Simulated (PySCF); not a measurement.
**CH7FOSi2 (SMILES C[SiH](F)[SiH2]O): levels of theory compared**

Aim: a comparison of 6 runs (HF/STO-3G, HF/3-21G, HF/def2-SVP, B3LYP/6-31G*, PBE0/def2-SVP) of CH7FOSi2. 

Program for the calculation: PySCF 2.14.0.

## Step 1: The system as given

The species is CH7FOSi2 (12 atoms), meant as a singlet with charge 0. As SMILES, `C[SiH](F)[SiH2]O`. Geometry: relaxed at PBE0-D4/def2-TZVP. This is one conformer, not always the lowest.

Bond lengths: C1–Si2 1.860 Å, Si2–F3 1.616 Å, Si2–Si4 2.354 Å, Si4–O5 1.656 Å, C1–H6 1.093 Å, C1–H7 1.092 Å, C1–H8 1.094 Å, Si2–H9 1.491 Å, Si4–H10 1.493 Å, Si4–H11 1.486 Å, O5–H12 0.958 Å. Some angles: C1–Si2–F3 108.3°, C1–Si2–Si4 113.0°, F3–Si2–Si4 106.9°, Si2–Si4–O5 111.2°, C1–Si2–H9 110.1°, F3–Si2–H9 106.9°, Si4–Si2–H9 111.3°, Si2–C1–H6 110.9°, Si2–C1–H7 111.2°, Si2–C1–H8 109.9°.

## Step 2: Energy and gradient at HF/STO-3G (run 1)

job.py

```python
from pyscf import gto, scf

molecule = gto.M(
    atom='''
C     -1.158100    -0.248700     1.485900
Si     0.512400    -0.490500     0.704200
F      1.551900     0.530000     1.404400
Si     0.529000    -0.010400    -1.600200
O      0.107400     1.565500    -1.886100
H     -1.106600    -0.394600     2.567600
H     -1.546400     0.752700     1.288100
H     -1.868400    -0.973500     1.077800
H      1.011000    -1.869100     0.974600
H      1.868800    -0.327900    -2.176400
H     -0.489700    -0.830900    -2.305900
H      0.665800     2.242100    -1.500300
''',
    max_memory=1860,
    basis='sto-3g',
    charge=0,
    verbose=3,
)

mf = scf.RHF(molecule)
mf.conv_tol = 1e-10
mf.kernel()
if not mf.converged:
    mf = mf.newton().run(mf.mo_coeff, mf.mo_occ)

etot = mf.e_tot
print('E = %.10f Eh' % etot)
grad = mf.nuc_grad_method().kernel()
mf.analyze()
```

Launch:

```sh
$ OMP_NUM_THREADS=1 python job.py
```

Output:

```text
converged SCF energy = -784.617195960864
E = -784.6171959609 Eh
--------------- RHF gradients ---------------
         x                y                z
0 C     0.0066963785     0.0035185821    -0.0012576668
1 Si    -0.0102725896     0.0272868085     0.0304232746
2 F    -0.0075817870    -0.0068091192    -0.0079658777
3 Si    -0.0139282878     0.0423887376    -0.0109698451
4 O     0.0338950029     0.0009218237     0.0259499126
5 H     0.0025826645    -0.0021088421     0.0088743905
6 H    -0.0020162399     0.0083667776    -0.0031612910
7 H    -0.0045569430    -0.0076058404    -0.0055085091
8 H     0.0127043672    -0.0288623177     0.0054063798
9 H     0.0293096993    -0.0073991838    -0.0118209423
10 H    -0.0222826223    -0.0189430820    -0.0137660672
11 H    -0.0245496428    -0.0107543442    -0.0162037583
----------------------------------------------
**** MO energy ****
MO #1   energy= -68.0006581440584  occ= 2
MO #2   energy= -67.9893109032285  occ= 2
MO #3   energy= -25.8136822190742  occ= 2
MO #4   energy= -20.1761874121597  occ= 2
MO #5   energy= -10.9957265829386  occ= 2
MO #6   energy= -5.98578618921381  occ= 2
MO #7   energy= -5.97492391035756  occ= 2
MO #8   energy= -4.01139830386443  occ= 2
MO #9   energy= -4.01072886344316  occ= 2
MO #10  energy= -4.00990355507686  occ= 2
MO #11  energy= -4.00027828944199  occ= 2
MO #12  energy= -3.99998387822987  occ= 2
MO #13  energy= -3.99916505767013  occ= 2
MO #14  energy= -1.42539210597857  occ= 2
MO #15  energy= -1.23513002883659  occ= 2
MO #16  energy= -0.906217422854092 occ= 2
MO #17  energy= -0.698099335921391 occ= 2
MO #18  energy= -0.623456056261913 occ= 2
MO #19  energy= -0.538470588929021 occ= 2
MO #20  energy= -0.531021376712328 occ= 2
MO #21  energy= -0.52423017734214  occ= 2
MO #22  energy= -0.47391428861332  occ= 2
MO #23  energy= -0.463903585673274 occ= 2
MO #24  energy= -0.446381322026829 occ= 2
MO #25  energy= -0.425557628516578 occ= 2
MO #26  energy= -0.409252465277513 occ= 2
MO #27  energy= -0.370031657436618 occ= 2
MO #28  energy= -0.35637871271403  occ= 2
MO #29  energy= -0.279996223970056 occ= 2
MO #30  energy= 0.3858084562237    occ= 0
MO #31  energy= 0.451370476922571  occ= 0
MO #32  energy= 0.479408732580101  occ= 0
MO #33  energy= 0.52541772560734   occ= 0
MO #34  energy= 0.540745293757414  occ= 0
MO #35  energy= 0.588361874653224  occ= 0
MO #36  energy= 0.615724025068715  occ= 0
MO #37  energy= 0.728098967936182  occ= 0
MO #38  energy= 0.73619316297231   occ= 0
MO #39  energy= 0.749611903667811  occ= 0
MO #40  energy= 0.754998154587525  occ= 0
 ** Mulliken atomic charges  **
charge of    0C =     -0.27182
charge of    1Si =      0.60373
charge of    2F =     -0.28073
charge of    3Si =      0.55845
charge of    4O =     -0.37237
charge of    5H =      0.03397
charge of    6H =      0.03286
charge of    7H =      0.03174
charge of    8H =     -0.15778
charge of    9H =     -0.15525
charge of   10H =     -0.14521
charge of   11H =      0.12241
Dipole moment(X, Y, Z, Debye):  0.22783, -0.73290,  0.25007
```

It took 3 s on 1 thread of Intel Xeon at 2.70GHz, shared host; peak memory 0.12 GiB.

## Step 3: Energy and gradient at HF/3-21G (run 2)

run.py

```python
import pyscf.grad
from pyscf import gto

mol = gto.Mole()
mol.atom = '''
C   -1.158100  -0.248700   1.485900
Si   0.512400  -0.490500   0.704200
F    1.551900   0.530000   1.404400
Si   0.529000  -0.010400  -1.600200
O    0.107400   1.565500  -1.886100
H   -1.106600  -0.394600   2.567600
H   -1.546400   0.752700   1.288100
H   -1.868400  -0.973500   1.077800
H    1.011000  -1.869100   0.974600
H    1.868800  -0.327900  -2.176400
H   -0.489700  -0.830900  -2.305900
H    0.665800   2.242100  -1.500300
'''
mol.basis = '3-21g'
mol.verbose = 4
mol.max_memory = 1860
mol.build()

mf = mol.RHF()
mf.conv_tol = 1e-10
mf.kernel()
if not mf.converged:
    mf = mf.newton().run(mf.mo_coeff, mf.mo_occ)

e_tot = mf.e_tot
print('E = %.10f Eh' % e_tot)
grad = mf.Gradients().kernel()
mf.analyze()
```

Launch:

```sh
$ OMP_NUM_THREADS=1 python run.py
```

Output:

```text
PySCF version 2.14.0

[... 82 lines left out ...]
One-electron Energy =                -1696.461613498501947
[... 8 lines left out ...]
MO #4   energy= -20.4482178289257  occ= 2
[... 6 lines left out ...]
MO #11  energy= -4.23116610112997  occ= 2
[... 6 lines left out ...]
MO #18  energy= -0.722991709444767 occ= 2
[... 6 lines left out ...]
MO #25  energy= -0.538672224674638 occ= 2
[... 6 lines left out ...]
MO #32  energy= 0.195359954306841  occ= 0
[... 6 lines left out ...]
MO #39  energy= 0.339282654428069  occ= 0
[... 6 lines left out ...]
MO #46  energy= 0.635463337465151  occ= 0
[... 6 lines left out ...]
MO #53  energy= 1.30797837753338   occ= 0
[... 6 lines left out ...]
MO #60  energy= 1.91487481389992   occ= 0
[... 6 lines left out ...]
MO #67  energy= 3.83286942540939   occ= 0
[... 43 lines left out ...]
pop of  3 Si 4px          0.01868
pop of  3 Si 4py          0.01051
pop of  3 Si 4pz          0.01898
pop of  4 O 1s            1.99983
pop of  4 O 2s            1.63367
pop of  4 O 3s            0.00235
pop of  4 O 2px           1.75410
pop of  4 O 2py           1.45027
pop of  4 O 2pz           1.84431
pop of  4 O 3px           0.00304
pop of  4 O 3py           0.00150
pop of  4 O 3pz           0.00367
pop of  5 H 1s            0.87637
pop of  5 H 2s            0.00878
pop of  6 H 1s            0.87827
pop of  6 H 2s            0.00865
pop of  7 H 1s            0.87995
pop of  7 H 2s            0.00806
pop of  8 H 1s            1.13018
pop of  8 H 2s            0.00305
pop of  9 H 1s            1.12725
pop of  9 H 2s            0.00334
pop of  10 H 1s           1.10569
pop of  10 H 2s           0.00207
pop of  11 H 1s           0.68695
pop of  11 H 2s           0.01057
 ** Mulliken atomic charges  **
charge of    0C =     -0.55740
charge of    1Si =      0.83952
charge of    2F =     -0.49672
charge of    3Si =      0.63652
charge of    4O =     -0.69275
charge of    5H =      0.11484
charge of    6H =      0.11308
charge of    7H =      0.11198
charge of    8H =     -0.13323
charge of    9H =     -0.13058
charge of   10H =     -0.10776
charge of   11H =      0.30248
Dipole moment(X, Y, Z, Debye): -0.33636, -0.75163,  0.55869
```

Wall time 3.3 s (1 thread of Intel Xeon at 2.70GHz, shared host); peak memory 0.14 GiB.

Run 3 isn't shown in full; the table further down has it.

## Step 4: Energy and forces at B3LYP/6-31G(d) (spherical functions) (run 4)

calc.py

```python
import pyscf.grad
from pyscf import gto, dft

mol = gto.M(
    atom='''
C     -1.158100    -0.248700     1.485900
Si     0.512400    -0.490500     0.704200
F      1.551900     0.530000     1.404400
Si     0.529000    -0.010400    -1.600200
O      0.107400     1.565500    -1.886100
H     -1.106600    -0.394600     2.567600
H     -1.546400     0.752700     1.288100
H     -1.868400    -0.973500     1.077800
H      1.011000    -1.869100     0.974600
H      1.868800    -0.327900    -2.176400
H     -0.489700    -0.830900    -2.305900
H      0.665800     2.242100    -1.500300
''',
    max_memory=1860,
    spin=0,
    charge=0,
    verbose=3,
    basis='6-31g*',
)

ks = dft.RKS(mol, xc='b3lyp')
ks.grids.level = 5
ks.conv_tol = 1e-10
ks.kernel()
if not ks.converged:
    ks = ks.newton().run(ks.mo_coeff, ks.mo_occ)

energy = ks.e_tot
print('E(%s) = %.9f' % ('B3LYP', energy))
grad = ks.Gradients().kernel()
ks.analyze()
```

Launch:

```sh
$ OMP_NUM_THREADS=1 python calc.py
```

Output:

```text
converged SCF energy = -796.460602221397
[... 13 lines left out ...]
MO #4   energy= -19.1451096834927  occ= 2
[... 7 lines left out ...]
MO #12  energy= -3.64726404575904  occ= 2
[... 7 lines left out ...]
MO #20  energy= -0.441573472226327 occ= 2
[... 7 lines left out ...]
MO #28  energy= -0.319022615239195 occ= 2
[... 7 lines left out ...]
MO #36  energy= 0.121892274093961  occ= 0
[... 7 lines left out ...]
MO #44  energy= 0.284999169401964  occ= 0
[... 7 lines left out ...]
MO #52  energy= 0.602212916452158  occ= 0
[... 7 lines left out ...]
MO #60  energy= 0.861719494611656  occ= 0
[... 7 lines left out ...]
MO #68  energy= 1.13109239801709   occ= 0
[... 7 lines left out ...]
MO #76  energy= 1.50912795778037   occ= 0
[... 7 lines left out ...]
MO #84  energy= 1.93409606027883   occ= 0
[... 7 lines left out ...]
MO #92  energy= 2.82514640106832   occ= 0
[... 13 lines left out ...]
Dipole moment(X, Y, Z, Debye): -0.41800, -0.14888,  0.54853
```

Wall time 53 s (1 thread of Intel Xeon at 2.70GHz, shared host); peak memory 0.91 GiB.

Run 5 isn't shown in full; the table further down has it.

## Step 5: Energy and forces at PBE0/def2-SVP (run 6)

calc.py

```python
import pyscf.grad
from pyscf import gto, dft

molecule = gto.M(
    atom=[
    ('C', (-1.158100, -0.248700, 1.485900)),
    ('Si', (0.512400, -0.490500, 0.704200)),
    ('F', (1.551900, 0.530000, 1.404400)),
    ('Si', (0.529000, -0.010400, -1.600200)),
    ('O', (0.107400, 1.565500, -1.886100)),
    ('H', (-1.106600, -0.394600, 2.567600)),
    ('H', (-1.546400, 0.752700, 1.288100)),
    ('H', (-1.868400, -0.973500, 1.077800)),
    ('H', (1.011000, -1.869100, 0.974600)),
    ('H', (1.868800, -0.327900, -2.176400)),
    ('H', (-0.489700, -0.830900, -2.305900)),
    ('H', (0.665800, 2.242100, -1.500300)),
],
    verbose=4,
    max_memory=1860,
    basis='def2-svp',
    spin=0,
)

mf = dft.RKS(molecule, xc='pbe0')
mf.grids.level = 5
mf.conv_tol = 1e-10
mf.kernel()
if not mf.converged:
    mf = mf.newton().run(mf.mo_coeff, mf.mo_occ)

e_tot = mf.e_tot
print(f'total energy: {e_tot:.8f} hartree')
grad = mf.Gradients().kernel()
dip = mf.dip_moment()
pop, q = mf.mulliken_pop()
```

Launch:

```sh
$ OMP_NUM_THREADS=1 python calc.py
```

Output:

```text
PySCF version 2.14.0

[... 79 lines left out ...]
converged SCF energy = -795.644207879868
total energy: -795.64420788 hartree
[... 12 lines left out ...]
Dipole moment(X, Y, Z, Debye): -0.52365, -0.08208,  0.46588
[... 87 lines left out ...]
pop of  6 H 2py           0.01328
pop of  6 H 2pz           0.00545
pop of  7 H 1s            0.72461
pop of  7 H 2s            0.16797
pop of  7 H 2px           0.01011
pop of  7 H 2py           0.00939
pop of  7 H 2pz           0.00667
pop of  8 H 1s            0.73849
pop of  8 H 2s            0.35005
pop of  8 H 2px           0.00141
pop of  8 H 2py           0.00683
pop of  8 H 2pz           0.00128
pop of  9 H 1s            0.73490
pop of  9 H 2s            0.34356
pop of  9 H 2px           0.00646
pop of  9 H 2py           0.00089
pop of  9 H 2pz           0.00236
pop of  10 H 1s           0.73416
pop of  10 H 2s           0.34388
pop of  10 H 2px          0.00413
pop of  10 H 2py          0.00254
pop of  10 H 2pz          0.00293
pop of  11 H 1s           0.67550
pop of  11 H 2s           0.05311
pop of  11 H 2px          0.02418
pop of  11 H 2py          0.02717
pop of  11 H 2pz          0.02134
 ** Mulliken atomic charges  **
charge of    0C =     -0.36433
charge of    1Si =      0.54529
charge of    2F =     -0.35663
charge of    3Si =      0.41095
charge of    4O =     -0.41331
charge of    5H =      0.08713
charge of    6H =      0.08480
charge of    7H =      0.08125
charge of    8H =     -0.09806
charge of    9H =     -0.08817
charge of   10H =     -0.08764
charge of   11H =      0.19870
```

It took 57 s on 1 thread of Intel Xeon at 2.70GHz, shared host; peak memory 1.2 GiB.

## Step 6: The series

| run | level | integration grid | Cartesian functions | energy (Eh) | dipole moment (D) | HOMO energy (eV) | LUMO energy (eV) | wall time |
| --- | --- | --- | --- | --- | --- | --- | --- | --- |
| 1 | HF/STO-3G | – | no | -784.617196 | 0.81 | -7.62 | 10.50 | 3 s |
| 2 | HF/3-21G | – | no | -789.957773 | 1.00 | -10.45 | 3.21 | 3.3 s |
| 3 | HF/def2-SVP | – | no | -793.860758 | 0.77 | -10.62 | 3.05 | 14 s |
| 4 | B3LYP/6-31G* (spherical functions) | 5 | no | -796.460602 | 0.71 | -7.18 | -0.46 | 53 s |
| 5 | B3LYP/6-31G* (Cartesian functions) | 5 | yes | -796.467280 | 0.71 | -7.19 | -0.49 | 55 s |
| 6 | PBE0/def2-SVP | 5 | no | -795.644208 | 0.71 | -7.53 | -0.30 | 57 s |

## Step 7: Summary of results

| quantity | value |
| --- | --- |
| run 6: total energy | -795.64421 Eh |
| run 6: dipole moment | 0.71 D |
| run 6: HOMO energy | -7.53 eV |
| run 6: LUMO energy | -0.30 eV |
| run 6: HOMO–LUMO gap | 7.23 eV |
| run 6: largest force on an atom | 0.885 eV/Å |

In words: The dipole moment (its size) runs from 0.71 D (B3LYP/6-31G*) to 1.00 D (HF/3-21G). The two ends differ in method and basis. The HOMO–LUMO gap runs from 6.70 eV (B3LYP/6-31G*) to 18.12 eV (HF/STO-3G). Totals of different functionals can't be ranked against each other. In run 1 the basis is minimal, so the values are rough. All runs together took 3.1 min, the longest 57 s.
